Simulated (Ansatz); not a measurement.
# KP: the cost of one run

Computed with the Python package of Ansatz 0.2.0. The levels of theory stand in the script.

**1. Starting point**

Bond lengths: K1–P2 3.110 Å.

No structure file is read: the coordinates are typed or built in the script.

**2. The script**

Contents of run_basis.py:

```python
"""Basis-set convergence for KP(-)."""

import ansatz as az


def main() -> None:
    molecule = (
        az.Crystal.molecule()
        .atom("K", (0.0, 0.0, 0.0))
        .atom("P", (0.0, 0.0, 3.11))
    )

    calculation = molecule.calculation().functional("PBE0", dispersion="d3bj").charge(-1).spin("collinear", total=1)

    energies = {}
    for basis in ["STO-3G", "6-31G", "6-31G*", "def2-SVP", "def2-SVPD", "def2-TZVP", "def2-TZVPP"]:
        r = calculation.basis(gaussian=basis).run(threads=1).report
        size = r["n_frozen"] + r["n_occupied"][0] + r["n_virtual"][0]
        energies[basis] = (r["reference_energy_ev"] / 27.211386246, r["free_energy_ev"] / 27.211386246)
        print(f"{basis:14s} {size:4d} orbitals  reference {energies[basis][0]:14.6f} Ha  total {energies[basis][1]:14.6f} Ha")

    last = energies["def2-TZVPP"][1]
    for basis, (_, total) in energies.items():
        print(f"{basis:14s} lies {27.211386 * (total - last):9.4f} eV above def2-TZVPP")


if __name__ == "__main__":
    main()
```

**3. What the engine is handed**

The package turns the script's settings into the engine's input (first run):

```yaml
crystal:
  periodic: [false, false, false]
  atoms:
    - { symbol: K, position_ang: [0.0, 0.0, 0.0] }
    - { symbol: P, position_ang: [0.0, 0.0, 3.11] }
basis:
  gaussian:
    orbitals: STO-3G
hamiltonian:
  xc: pbe0
  dispersion: d3bj
magnetization:
  spin_polarized: true
  initial_magnetization: 1.0
total_charge: -1.0
```

**4. Launch**

Started as:

```console
python run_basis.py
```

Q: Estimate wall time and peak memory on 1 thread of Arm Neoverse V2, shared host.

About 1.9 min, with a peak of 0.29 GiB.
